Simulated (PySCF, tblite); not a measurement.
**C₃H₁₀NO₂Si radical: geometry, infrared bands and EPR parameters**

Wanted: the infrared bands and EPR parameters of C₃H₁₀NO₂Si radical (`CC(C)O[Si@@H]([NH])O`), by calculation.

Programs: tblite 0.8.0 and PySCF 2.14.0, with density-fitted response routines of our own. Each step states its level of theory. These are calculated values for one molecule in the gas phase, unless marked as measured. Atoms count from 0, in the outputs and in this text.

### 1 The molecule as given

17 atoms, charge 0, multiplicity 2; geometry from: force field or distance geometry start.

Bonds of the start (Å): C0–C1 1.50, C1–C2 1.49, C1–O3 1.40, O3–Si4 1.74, Si4–N5 1.77, Si4–O6 1.73, C0–H7 1.10, C0–H8 1.12, C0–H9 1.10, C1–H10 1.12, C2–H11 1.11, C2–H12 1.12, C2–H13 1.12, Si4–H14 1.48, N5–H15 1.04, O6–H16 1.00.

### 2 Geometry optimisation with GFN2-xTB

The job: settings as JSON, then the geometry in Å.

```
{"job": {"kind": "relax", "xc": "GFN2-xTB", "basis": "xTB"}, "charge": 0, "multiplicity": 2}
C     -1.435400     1.305600     0.250000
C     -0.744700    -0.015400     0.049400
C     -1.676500    -1.146300    -0.246800
O      0.308500     0.098900    -0.867600
Si     1.754800    -0.165100     0.065800
N      2.475900    -1.711400    -0.402000
O      2.793200     1.176100    -0.267300
H     -2.010700     1.225000     1.182700
H     -0.610900     2.048600     0.407800
H     -2.004900     1.628900    -0.628600
H     -0.251800    -0.233700     1.034500
H     -1.945600    -1.237700    -1.324000
H     -1.230900    -2.098600     0.127300
H     -2.591000    -1.011200     0.390300
H      1.383600    -0.144400     1.499000
H      3.517500    -1.687100    -0.460800
H      2.261800     1.979700    -0.520700
```

Command:

```
$ OMP_NUM_THREADS=1 python probes_run.py task.json out
```

This one command runs all jobs of the session in turn.

Log:

```text
step      E/eV     max force
  0    -660.78907    3.026
  1    -661.23255    1.906
  2    -661.46748    0.844
  3    -661.51012    0.766
  4    -661.61452    0.726
  5    -661.66438    0.741
  6    -661.72500    0.800
  7    -661.76344    0.705
  8    -661.80292    0.502
  9    -661.83916    0.530
 10    -661.87558    0.600
 11    -661.90186    0.626
 12    -661.92370    0.528
 13    -661.94346    0.281
 14    -661.95633    0.320
 15    -661.96686    0.381
 16    -661.97775    0.290
 17    -661.98612    0.221
 18    -661.99281    0.208
 19    -661.99840    0.200
 20    -662.00425    0.242
 21    -662.01098    0.241
 22    -662.01676    0.135
 23    -662.01981    0.128
 24    -662.02170    0.119
 25    -662.02448    0.163
 26    -662.02849    0.182
 27    -662.03292    0.160
 28    -662.03644    0.132
 29    -662.03930    0.126
 30    -662.04262    0.210
 31    -662.04798    0.260
 32    -662.05429    0.212
 33    -662.05940    0.157
 34    -662.06318    0.213
 35    -662.06683    0.232
 36    -662.07002    0.424
 37    -662.07587    0.195
 38    -662.08380    0.126
 39    -662.08739    0.139
 40    -662.09140    0.132
 41    -662.09592    0.199
 42    -662.09928    0.166
 43    -662.10199    0.154
 44    -662.10579    0.180
 45    -662.11128    0.246
 46    -662.11628    0.198
 47    -662.12226    0.173
 48    -662.13314    0.318
 49    -662.13884    0.221
 50    -662.14649    0.189
 51    -662.15282    0.182
 52    -662.15623    0.144
 53    -662.16134    0.150
 54    -662.16545    0.135
 55    -662.16975    0.170
 56    -662.17488    0.192
 57    -662.18002    0.208
 58    -662.18438    0.166
 59    -662.18770    0.184
 60    -662.19121    0.147
 61    -662.19469    0.154
 62    -662.19846    0.162
 63    -662.20197    0.125
 64    -662.20493    0.193
 65    -662.20767    0.129
 66    -662.21062    0.153
 67    -662.21308    0.116
 68    -662.21506    0.084
 69    -662.21607    0.069
 70    -662.21669    0.049
 71    -662.21715    0.047
 72    -662.21772    0.056
 73    -662.21850    0.064
 74    -662.21929    0.067
 75    -662.21985    0.050
 76    -662.22024    0.049
 77    -662.22068    0.048
 78    -662.22125    0.049
 79    -662.22186    0.050
 80    -662.22237    0.053
 81    -662.22284    0.055
 82    -662.22337    0.058
 83    -662.22400    0.052
 84    -662.22457    0.050
 85    -662.22501    0.057
 86    -662.22537    0.050
 87    -662.22578    0.051
 88    -662.22618    0.038
 89    -662.22647    0.040
 90    -662.22670    0.039
 91    -662.22692    0.035
 92    -662.22712    0.028
 93    -662.22728    0.028
 94    -662.22739    0.029
 95    -662.22750    0.025
 96    -662.22763    0.024
 97    -662.22777    0.021
 98    -662.22788    0.020
 99    -662.22796    0.024
100    -662.22805    0.022
101    -662.22815    0.023
102    -662.22826    0.023
103    -662.22834    0.024
104    -662.22840    0.015
105    -662.22845    0.015
106    -662.22849    0.022
107    -662.22854    0.017
108    -662.22857    0.013
109    -662.22861    0.011
110    -662.22864    0.014
111    -662.22869    0.020
112    -662.22872    0.017
113    -662.22874    0.009
```

Wall time 0.7 s (1 thread of Arm Neoverse V2, shared host).

Along the way: (not every step is listed)

| step | energy from step 0 (eV) | largest force (eV/Å) |
| --- | --- | --- |
| 0 | 0.0000 | 3.0258 |
| 1 | -0.4435 | 1.9056 |
| 2 | -0.6784 | 0.8437 |
| 3 | -0.7210 | 0.7659 |
| 4 | -0.8254 | 0.7256 |
| 5 | -0.8753 | 0.7407 |
| 6 | -0.9359 | 0.8000 |
| 7 | -0.9744 | 0.7049 |
| 8 | -1.0138 | 0.5017 |
| 18 | -1.2037 | 0.2075 |
| 28 | -1.2474 | 0.1320 |
| 38 | -1.2947 | 0.1264 |
| 48 | -1.3441 | 0.3181 |
| 58 | -1.3953 | 0.1657 |
| 68 | -1.4260 | 0.0837 |
| 78 | -1.4322 | 0.0494 |
| 88 | -1.4371 | 0.0383 |
| 98 | -1.4388 | 0.0198 |
| 108 | -1.4395 | 0.0135 |
| 109 | -1.4395 | 0.0112 |
| 110 | -1.4396 | 0.0136 |
| 111 | -1.4396 | 0.0197 |
| 112 | -1.4396 | 0.0166 |
| 113 | -1.4397 | 0.0093 |

Distances of close pairs at the start and the end, largest changes first:

```
  bond  before (Å)  after (Å)  change (Å)
O3–Si4       1.741      1.626      -0.116
Si4–O6       1.729      1.626      -0.102
Si4–N5       1.769      1.686      -0.083
O6–H16       0.996      0.954      -0.042
N5–H15       1.044      1.007      -0.037
C2–H13       1.123      1.086      -0.037
 C0–H8       1.121      1.087      -0.034
 C1–C2       1.495      1.523      +0.028
```

The next job starts from the end point, and lists it.

### 3 Harmonic vibrations with GFN2-xTB

The job: settings as JSON, then the geometry in Å.

```
{"job": {"kind": "ir", "xc": "GFN2-xTB", "basis": "xTB"}, "charge": 0, "multiplicity": 2}
C     -1.801609     1.297199     0.399845
C     -0.781714     0.160824     0.465181
C     -1.214753    -1.032080    -0.377024
O      0.448271     0.659862     0.019105
Si     1.891252    -0.085026     0.097930
N      1.808041    -1.758090    -0.095532
O      2.866747     0.779780    -0.874082
H     -2.767547     0.951196     0.756030
H     -1.472855     2.130392     1.015365
H     -1.900605     1.640506    -0.626848
H     -0.670178    -0.162545     1.510088
H     -1.381122    -0.721745    -1.405866
H     -0.414278    -1.772554    -0.364089
H     -2.125796    -1.470016     0.020311
H      2.405221     0.048268     1.480891
H      2.523601    -2.293289    -0.559726
H      2.580326     1.639347    -1.172565
```

Log:

```text
mode    cm-1     km/mol
  1      35.6     10.64
  2      56.1      0.84
  3     113.2      1.00
  4     181.1     29.40
  5     190.0      1.04
  6     207.8     51.75
  7     233.7     24.97
  8     256.8      2.70
  9     263.0     14.86
 10     309.9    174.01
 11     333.1     61.72
 12     429.4      7.32
 13     471.4      2.57
 14     624.9     35.39
 15     644.8     39.50
 16     733.1     66.10
 17     752.3     87.77
 18     828.9    166.53
 19     858.6    197.25
 20     918.0     49.84
 21     941.7      1.35
 22     971.2      1.09
 23     998.1    146.26
 24    1035.9     58.04
 25    1140.6      4.48
 26    1157.9     32.28
 27    1169.1     56.06
 28    1310.0      9.75
 29    1324.9      8.60
 30    1387.1     10.67
 31    1399.3      7.57
 32    1465.1      4.18
 33    1477.0      6.44
 34    1479.5      0.54
 35    1494.5      3.64
 36    2023.0     63.23
 37    2865.0     64.56
 38    2982.3     65.41
 39    3035.7      4.77
 40    3042.3     43.31
 41    3044.0      2.61
 42    3045.1     17.72
 43    3049.7     58.88
 44    3476.1      2.90
 45    3671.5     29.42
```

Wall time 0.49 s (1 thread of Arm Neoverse V2, shared host).

Which atoms move in the most intense modes:

| cm⁻¹ | km/mol | atoms |
| --- | --- | --- |
| 310 | 174.0 | H15 45 %, N5 19 % |
| 733 | 66.1 | O3 36 %, C1 14 % |
| 752 | 87.8 | H15 78 %, N5 12 % |
| 829 | 166.5 | H16 75 %, N5 11 % |
| 859 | 197.2 | O6 40 %, Si4 24 %, N5 10 % |
| 998 | 146.3 | Si4 42 %, N5 39 % |
| 2865 | 64.6 | H10 93 % |
| 2982 | 65.4 | H12 93 % |

### 4 g tensor and hyperfine couplings: B3LYP/pcH-1

The job, as its differences from that of step 3:

```diff
@@ -1,2 +1,2 @@
-{"job": {"kind": "ir", "xc": "GFN2-xTB", "basis": "xTB"}, "charge": 0, "multiplicity": 2}
+{"job": {"kind": "epr", "basis": "pcH-1"}, "charge": 0, "multiplicity": 2}
 C     -1.801609     1.297199     0.399845
```

With the program's defaults for keys left out, this is: UKS B3LYP, pcH-1 on C H N O Si, non-relativistic, mean-field spin-orbit, GIAO.

Log:

```text
UKS, coarse grid
  cycle   1  E = -614.89847007  |g| = 7.71e-01
  cycle   2  E = -614.59403647  |g| = 1.20e+00
  cycle   3  E = -615.10214266  |g| = 1.29e-01
  cycle   4  E = -615.10781715  |g| = 5.78e-02
  cycle   5  E = -615.10921113  |g| = 1.42e-02
  cycle   6  E = -615.10929771  |g| = 6.24e-03
  cycle   7  E = -615.10932488  |g| = 2.27e-03
  cycle   8  E = -615.10933548  |g| = 1.51e-03
  cycle   9  E = -615.10934148  |g| = 8.24e-04
UKS, final grid
  cycle   1  E = -615.10930714  |g| = 7.82e-04
  cycle   2  E = -615.10930871  |g| = 8.92e-04
  cycle   3  E = -615.10930941  |g| = 3.99e-04
  cycle   4  E = -615.10931070  |g| = 3.63e-04
  cycle   5  E = -615.10931113  |g| = 5.76e-05
  cycle   6  E = -615.10931113  |g| = 1.66e-05
E = -615.10931113 Eh   <S^2> = 0.7533 (exact 0.7500)
g shifts (ppm)      1          2          3
  rmc          -194       -194       -194
  gc              2         39         47
  oz_so         119       1327       7737
  total         -74       1172       7589
hyperfine (MHz)  atom isotope    a_iso     a_fc   dipolar eigenvalues
    0   13C       3.30       3.30     -0.45     -0.44      0.89
    1   13C      -1.25      -1.25     -0.65     -0.51      1.16
    2   13C       3.47       3.46     -2.00     -1.58      3.58
    3   17O      -2.22      -2.20     -5.69      2.60      3.09
    4  29Si      46.73      46.80     -3.52     -0.05      3.57
    5   14N      28.46      28.27    -41.52    -40.84     82.36
    6   17O       1.94       1.95     -1.94      0.41      1.53
    7    1H       0.11       0.11     -0.62     -0.49      1.11
    8    1H       0.02       0.02     -0.72     -0.49      1.21
    9    1H      -0.21      -0.21     -0.70     -0.61      1.31
   10    1H       0.28       0.27     -1.85     -1.54      3.40
   11    1H      -0.92      -0.92     -2.03     -1.44      3.47
   12    1H       6.57       6.58     -7.66     -6.67     14.33
   13    1H       2.28       2.28     -1.68     -1.01      2.69
   14    1H     125.21     125.21     -5.45     -0.18      5.63
   15    1H     -56.49     -56.68    -51.73     -8.54     60.27
   16    1H      -1.62      -1.63     -1.65     -1.53      3.19
```

Wall time 86 s (1 thread of Arm Neoverse V2, shared host); peak memory 0.96 GiB.

Principal g values 2.00225, 2.00349, 2.00991; g(iso) = 2.00522, against 2.00232 for a free electron.

Mean a(iso) over the nuclei that a row names, and the largest dipolar term of the row (other rows stand at the frozen geometry):

| nuclei | isotope | a(iso) (MHz) | a(iso) (G, at g = 2.0023) | largest dipolar term (MHz) |
| --- | --- | --- | --- | --- |
| H14 | 1H | 125.2 | 44.7 | 5.6 |
| H15 | 1H | -56.5 | -20.2 | 60.3 |
| Si4 | 29Si | 46.7 | 16.7 | 3.6 |
| N5 | 14N | 28.5 | 10.2 | 82.4 |
| C2 | 13C | 3.5 | 1.2 | 3.6 |
| C0 | 13C | 3.3 | 1.2 | 0.9 |
| H11, H12, H13 | 1H | 2.6 | 0.9 | 14.3 |
| O3 | 17O | -2.2 | -0.8 | -5.7 |
| O6 | 17O | 1.9 | 0.7 | -1.9 |
| H16 | 1H | -1.6 | -0.6 | 3.2 |
| C1 | 13C | -1.2 | -0.4 | 1.2 |
| H10 | 1H | 0.3 | 0.1 | 3.4 |
| H7, H8, H9 | 1H | 0.0 | 0.0 | 1.3 |

Mulliken spin populations:

C0 0.00; C1 0.00; C2 0.01; O3 0.01; Si4 -0.02; N5 0.96; O6 0.00; H7 0.00; H8 0.00; H9 0.00; H10 0.00; H11 0.00; H12 -0.01; H13 0.00; H14 0.07; H15 -0.03; H16 0.00

In first order the couplings over 0.8 MHz of 1H, 14N give 96 distinct lines over 88.5 G, if the averaged nuclei exchange fast.

The fields below are evaluated on a grid from the run's orbitals.

ELF in a plane through or near 7 of the atoms.

Ten even steps from ' ' (0.00) to '@' (1.00):
```
                                                        
                                                        
                                                        
                                    ....                
            ....                ..==##**--              
        ..==++++--..    ::==..  ::##@@@@**..            
      ..--**####++::  ..**##++  ..**@@%%**..            
      ..::++**##**....++%%%%##..::++::::++++==..        
          ..--==..++..**##--##==##%%..==%%@@@@**::      
            ....--**::==%%##%%::++@@##**@@@@@@%%==      
            ::**++..::::--::====****::::%%@@@@**::      
          ::==##%%%%**::    ++@@@@##..    ::--..        
      ..==##%%%%==**##--  ++**====****==                
      --%%@@@@@@##%%%%::::@@@@####@@@@@@%%              
      ..##@@@@%%##%%**..--@@@@**##@@@@@@@@::            
          ----..::--..  ..%%**::--##@@@@**              
                          ....    ::++==                
                                                        
                                                        
                                                        
```
The map spans 11.2 Å across and 9.3 Å up, centred on the molecule. Atoms in the plane (x, y in Å): C0 (2.1, 0.9), O3 (-0.3, 0.7), Si4 (-1.8, 0.4), N5 (-2.2, -1.3), H12 (0.0, -1.9), H13 (1.7, -1.9), H15 (-3.0, -1.7).

On the surface of density 0.002 e/bohr³ the electrostatic potential runs, from the 1st to the 99th percentile, from -1.29 V near O6 to 2.01 V near H16.

The spin density lies nearest to N5 77 %; H14, H15 about 8 % each.

### 5 What came out

| quantity | value |
| --- | --- |
| strongest single infrared mode (GFN2-xTB) | 859 cm⁻¹, 197 km/mol |
| zero-point energy (GFN2-xTB) | 82.1 kcal/mol |
| g(iso) (B3LYP) | 2.00522 |
| ⟨S²⟩ | 0.753 (exact 0.75) |
| largest a(iso) (averaged by class) | 1H on H14, 125.2 MHz |
| surface potential, 1st and 99th percentile | -1.29 V and 2.01 V |

In words: The optimisation took 113 steps and gained 1.440 eV; among the close pairs (by a distance rule), O3–Si4 changed most, from 1.741 to 1.626 Å. No mode is imaginary among the 45: a minimum at this level. The strongest single mode, at 859 cm⁻¹, is carried by O6, Si4, N5. GFN2-xTB is a fitted tight-binding method: band positions and strengths are rough. Its intensities can rank the bands wrongly. Most of the unpaired spin sits on N5 (0.96 e). The isotropic g lies 2.9 ppt above the free-electron value.
